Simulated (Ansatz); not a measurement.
**CH5InO2 (SMILES [CH3][In]([OH])[OH]): HF/STO-3G**

Aim: the vertical ionisation energy of CH5InO2 at HF/STO-3G, from 2 runs. 

The results are computed with Ansatz 0.2.0.

57 further runs of the same task are left out: 1 that didn't finish, 56 set aside as unsound or not needed. Runs told in other sessions of the task aren't counted.

### Step 1. The molecule

CH5InO2: 9 atoms, total charge 0, spin state singlet. SMILES: `[CH3][In]([OH])[OH]`. Geometry: relaxed at PBE0-D4/def2-TZVP. This is one conformer, not always the lowest.

Bond lengths: C1–In2 2.127 Å, In2–O3 1.981 Å, In2–O4 1.993 Å, C1–H5 1.090 Å, C1–H6 1.090 Å, C1–H7 1.089 Å, O3–H8 0.961 Å, O4–H9 0.959 Å. Some angles: C1–In2–O3 124.7°, C1–In2–O4 129.1°, O3–In2–O4 106.2°, In2–C1–H5 109.8°, In2–C1–H6 109.5°, In2–C1–H7 109.4°, In2–O3–H8 111.0°, In2–O4–H9 114.4°, H5–C1–H6 109.0°, H5–C1–H7 109.7°.

### Step 2. A single-point energy at HF/STO-3G

run.yaml reads:

```yaml
crystal:
  periodic: [false, false, false]
  atoms:
    - {symbol: C, position_ang: [-0.086600, 0.920200, -1.366200]}
    - {symbol: In, position_ang: [0.122900, -0.336100, 0.337800]}
    - {symbol: O, position_ang: [1.440800, -1.806000, 0.500900]}
    - {symbol: O, position_ang: [-0.898600, -0.312900, 2.048600]}
    - {symbol: H, position_ang: [-1.126400, 0.929200, -1.692800]}
    - {symbol: H, position_ang: [0.212100, 1.936300, -1.107700]}
    - {symbol: H, position_ang: [0.547500, 0.548900, -2.169800]}
    - {symbol: H, position_ang: [1.365500, -2.243400, 1.353100]}
    - {symbol: H, position_ang: [-1.577100, 0.363700, 2.096100]}
basis:
  gaussian:
    orbitals: STO-3G
total_charge: 0
hamiltonian:
  xc: hf
accuracy: high
output:
  orbitals: {seedname: orbitals}
```

The run is started by

```console
$ ansatz run run.yaml --threads 1 --pin off --max-ram 3480MiB --events-out events.jsonl --progress --plain --runs-dir runs
```

The log of the run:

```text
Warning: RAYON_NUM_THREADS=1 ignored (pool sized by the plan → 1); use --threads N
Functional definition: HF
  name "HF"
  exchange = exact_x
  correlation = 0
940 factors; integrals over basis functions are off by at most 4.4e-9 eV
mean field evaluation 1: about -159750.8536 eV, gradient 3.2e1 eV
mean field evaluation 2: about -159750.9779 eV, gradient 3.2e1 eV
mean field evaluation 4: about -159755.1390 eV, gradient 1.8e0 eV
mean field evaluation 8: about -159755.1529 eV, gradient 2.4e-4 eV
mean field -159755.15286460 eV, -5870.8935818421 hartree, gradient 5.2e-8 eV, S^2 0.000000; 0 other end points of the search recorded, 0 dependent functions left out
reference -159755.15286460 eV, -5870.8935818421 hartree; 38, 38 occupied and 9, 9 virtual orbitals, 940 factors
Total energy: -159755.15286460 eV, -5870.8935818421 hartree
```

Wall time 0.86 s (1 thread of Arm Neoverse V2, shared host); peak memory 0.12 GiB.

### Step 3. The doublet cation, same level

job.yaml reads:

```yaml
crystal:
  periodic: [false, false, false]
  atoms:
    - symbol: C
      position_ang: [-0.086600, 0.920200, -1.366200]
    - symbol: In
      position_ang: [0.122900, -0.336100, 0.337800]
    - symbol: O
      position_ang: [1.440800, -1.806000, 0.500900]
    - symbol: O
      position_ang: [-0.898600, -0.312900, 2.048600]
    - symbol: H
      position_ang: [-1.126400, 0.929200, -1.692800]
    - symbol: H
      position_ang: [0.212100, 1.936300, -1.107700]
    - symbol: H
      position_ang: [0.547500, 0.548900, -2.169800]
    - symbol: H
      position_ang: [1.365500, -2.243400, 1.353100]
    - symbol: H
      position_ang: [-1.577100, 0.363700, 2.096100]
basis:
  gaussian:
    orbitals: STO-3G
total_charge: 1
magnetization:
  spin_polarized: true
  initial_magnetization: 1
hamiltonian:
  xc: hf
accuracy: high
output:
  orbitals: {seedname: orbitals}
```

The run is started by

```console
$ ansatz run job.yaml --threads 1 --pin off --max-ram 3480MiB --events-out events.jsonl --progress --plain --runs-dir runs
```

The log of the run, shortened:

```text
Warning: RAYON_NUM_THREADS=1 ignored (pool sized by the plan → 1); use --threads N
[... 2 set-up lines as earlier in the session ...]
[...]
938 factors; integrals over basis functions are off by at most 4.4e-9 eV
[...]
mean field -159750.15960161 eV, -5870.7100828117 hartree, gradient 4.1e-8 eV, S^2 0.754861; 6 other end points of the search recorded, 0 dependent functions left out
reference -159750.15960161 eV, -5870.7100828117 hartree; 38, 37 occupied and 9, 10 virtual orbitals, 938 factors
Total energy: -159750.15960161 eV, -5870.7100828117 hartree
```

Run time: 5.4 s. Hardware: 1 thread of Arm Neoverse V2, shared host; peak memory 0.17 GiB.

### Step 4. Summary of results

At HF/STO-3G:

```
                                          quantity           value
                     singlet CH5InO2: total energy  -5870.89358 Eh
                      singlet CH5InO2: HOMO energy        -7.75 eV
                      singlet CH5InO2: LUMO energy         6.76 eV
                    singlet CH5InO2: HOMO–LUMO gap        14.51 eV
                      doublet cation: total energy  -5870.71008 Eh
doublet cation: HOMO energy (highest over α and β)       -13.31 eV
 doublet cation: LUMO energy (lowest over α and β)        -2.67 eV
                              doublet cation: ⟨S²⟩           0.755
vertical ionisation energy (to the doublet cation)        4.993 eV
```

**Reading.** The vertical ionisation energy comes to 4.99 eV (482 kJ/mol). −ε(HOMO) before ionisation, 7.75 eV, is 2.75 eV above this ionisation energy. In a minimal basis such a difference can be off by several eV, whatever the method. Relativity is left out (singlet CH5InO2) although the molecule holds a heavy atom. Relativity is left out (doublet cation) although the molecule holds a heavy atom.
